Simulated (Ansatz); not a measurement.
# CH7NO3Zr: basis-set convergence

The task here is to estimate one member of a computed series from the others.

The runs use Ansatz 0.2.0, Gaussian basis; one geometry, several basis sets.

The runs, in order: PBE0-D4/def2-SVP; ωB97M-V/def2-SVP; PBE0-D4/def2-QZVPP; ωB97M-V/def2-QZVPP; the functionals' def2-TZVPP values are taken from earlier runs.

## Structure used throughout

An earlier PBE0-D4 in a triple-zeta def2 set relaxation fixed the geometry. Zr takes the def2 core potential; no spin-orbit term is included.

SMILES `C[O][Zr]([NH2])([OH])[OH]`, 13 atoms, charge 0, spin multiplicity 1.

Atoms are counted from 1 here; the program's logs count them from 0.

Bond lengths: C1–O2 1.386 Å, C1–H7 1.096 Å, C1–H8 1.096 Å, C1–H9 1.096 Å, O2–Zr3 1.926 Å, Zr3–N4 2.045 Å, Zr3–O5 1.937 Å, Zr3–O6 1.937 Å, N4–H10 1.010 Å, N4–H11 1.010 Å, O5–H12 0.952 Å, O6–H13 0.952 Å. Angles: O2–C1–H7 111.0°, O2–C1–H8 110.6°, O2–C1–H9 111.0°, H7–C1–H8 108.1°, H7–C1–H9 108.0°, H8–C1–H9 108.1°, C1–O2–Zr3 167.2°, O2–Zr3–N4 110.5°, O2–Zr3–O5 108.5°, O2–Zr3–O6 108.4°, N4–Zr3–O5 107.0°, N4–Zr3–O6 107.1°, O5–Zr3–O6 115.3°, Zr3–N4–H10 125.6°, Zr3–N4–H11 125.7°, H10–N4–H11 108.7°, Zr3–O5–H12 157.9°, Zr3–O6–H13 157.7°.

Set-up of the first run:

File in.yaml:

```yaml
crystal:
  periodic: [false, false, false]
  atoms:
    - {symbol: C, position_ang: [-1.999205, 1.330640, -0.323919]}
    - {symbol: O, position_ang: [-0.717442, 0.831896, -0.155188]}
    - {symbol: Zr, position_ang: [0.862148, -0.239483, 0.102073]}
    - {symbol: N, position_ang: [0.367427, -2.216215, 0.279024]}
    - {symbol: O, position_ang: [1.979349, -0.072477, -1.470884]}
    - {symbol: O, position_ang: [1.695951, 0.289146, 1.768174]}
    - {symbol: H, position_ang: [-2.474689, 0.899331, -1.212537]}
    - {symbol: H, position_ang: [-1.975967, 2.419770, -0.445749]}
    - {symbol: H, position_ang: [-2.628130, 1.099028, 0.543595]}
    - {symbol: H, position_ang: [0.302815, -2.877289, -0.482254]}
    - {symbol: H, position_ang: [0.159195, -2.696156, 1.143332]}
    - {symbol: H, position_ang: [2.423134, 0.355469, -2.196269]}
    - {symbol: H, position_ang: [2.005413, 0.876350, 2.450622]}
basis:
  gaussian: {orbitals: def2-SVP}
hamiltonian: {xc: pbe0, dispersion: d4}
output: {orbitals: {seedname: orbitals}}
```

Command:

```sh
$ ansatz run in.yaml --threads 2 --pin off --events-out ev --progress --plain --max-ram 22528MiB --backend cpu
```

Among the steps run: PBE0-D4 in def2-SVP; ωB97M-V in def2-SVP; PBE0-D4 in def2-QZVPP; ωB97M-V in def2-QZVPP.

One of the session's tables, all rows but one given; the rest of the session is left out.

```
functional       basis  HOMO (eV)  LUMO (eV)
   PBE0-D4    def2-SVP          ?          ?
   PBE0-D4  def2-TZVPP      -6.85      -0.06
   PBE0-D4  def2-QZVPP      -6.90      -0.17
   ωB97M-V    def2-SVP      -8.98       1.17
   ωB97M-V  def2-TZVPP      -9.21       0.81
   ωB97M-V  def2-QZVPP      -9.26       0.61
```

**Question.** Estimate the row for PBE0-D4, def2-SVP.

**Answer.** HOMO (eV): -6.62; LUMO (eV): 0.20. In the column «HOMO (eV)» it is the highest.
